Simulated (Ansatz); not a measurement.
# PtN2Cl6, space group Fm-3m: a single point from an input typed as a dict

Program: the Ansatz DFT code, driven from Python.

Notebook, run cell by cell (the value of a cell's last expression is shown):

**Cell 1**
```python
import ansatz as az
import pandas as pd
```

**Cell 2**
```python
settings = {
    "crystal": {
        "lattice": [
            [0.0, 4.811901, 4.811901],
            [4.811901, 0.0, 4.811901],
            [4.811901, 4.811901, 0.0],
        ],
        "atoms": [
            {"symbol": "Pt", "position": [0.0, 0.0, 0.0]},
            {"symbol": "N", "position": [0.75, 0.75, 0.75]},
            {"symbol": "N", "position": [0.25, 0.25, 0.25]},
            {"symbol": "Cl", "position": [0.759432, 0.759432, 0.240568]},
            {"symbol": "Cl", "position": [0.240568, 0.759432, 0.240568]},
            {"symbol": "Cl", "position": [0.759432, 0.240568, 0.240568]},
            {"symbol": "Cl", "position": [0.240568, 0.240568, 0.759432]},
            {"symbol": "Cl", "position": [0.759432, 0.240568, 0.759432]},
            {"symbol": "Cl", "position": [0.240568, 0.759432, 0.759432]},
        ],
    },
    "kpoints": {"mp_grid": {"grid": [4, 4, 4]}},
    "hamiltonian": {"xc": "pbe"},
    "scf": {"occupations": {"method": "cold", "width": 0.05}},
    "basis": {"ecutwfc": "18 Ha"},
    "output": {"forces": True, "stress": True},
}

planned = az.Session.from_dict(settings).plan(threads=1, pin="off")
done = planned.execute()
summary = done.report
```

**Cell 3**
```python
sorted(key for key in summary if key.endswith("_ev"))
```
Output:
```text
['energy_sigma0_ev', 'entropy_ts_ev', 'fermi_energy_ev', 'free_energy_ev', 'gap_by_band_count_ev',
 'harris_foulkes_ev', 'internal_energy_ev', 'lagrangian_above_aufbau_ev', 'lagrangian_ev',
 'lagrangian_sigma0_ev']
```

**Cell 4**
```python
summary["published_state_doubts"]
```
Output:
```text
[]
```

**Cell 5**
```python
for key in ("converged", "n_iterations", "n_electrons", "n_kpoints", "n_pw", "n_symmetry_ops", "free_energy_ev", "fermi_energy_ev"):
    print(f"{key:18s} {summary[key]}")
```
Output:
```text
converged          True
n_iterations       7
n_electrons        70.0
n_kpoints          8
n_pw               5577
n_symmetry_ops     48
free_energy_ev     -19754.8324755698
fermi_energy_ev    1.7814196878571198
```

**Cell 6**
```python
# forces in eV per angstrom
table = pd.DataFrame(summary["forces_ev_ang"], columns=["fx", "fy", "fz"])
table.insert(0, "atom", [site["symbol"] for site in summary["lattice"]["sites"]])
table.round(4)
```
Output:
```text
  atom      fx      fy      fz
0   Pt -0.0000  0.0000 -0.0000
1    N  0.0000  0.0000  0.0000
2    N  0.0000  0.0000  0.0000
3   Cl -0.0000  0.0000  0.0777
4   Cl  0.0000 -0.0777 -0.0000
5   Cl -0.0777  0.0000 -0.0000
6   Cl  0.0000  0.0000 -0.0777
7   Cl -0.0000  0.0777 -0.0000
8   Cl  0.0777  0.0000 -0.0000
```

Notes:
- Absolute energies stand on the zero of these potentials, so only differences at equal settings mean something. A total without «per atom» is that of the cell as typed.
- No spin polarisation was allowed.
- The mesh is modest for a metal, so energies can be off by several to tens of meV an atom and pressures by half a GPa or more; differences at equal mesh fare better.
- An absolute Fermi energy rests on an arbitrary zero of the periodic potential and has no direct meaning.
- A gap by band count of zero or less means overlapping bands, a metal.
- The structure comes from a database of computed cells and needn't be a stable or known phase.
- Gaps and levels are Kohn-Sham values on a finite set of k-points, without spin-orbit coupling.
- Run time: 5.1 s on 1 thread of Arm Neoverse V2 (shared host), peak memory 0.59 GiB.

(Lines on the test bed's own set-up are left out of the output.)
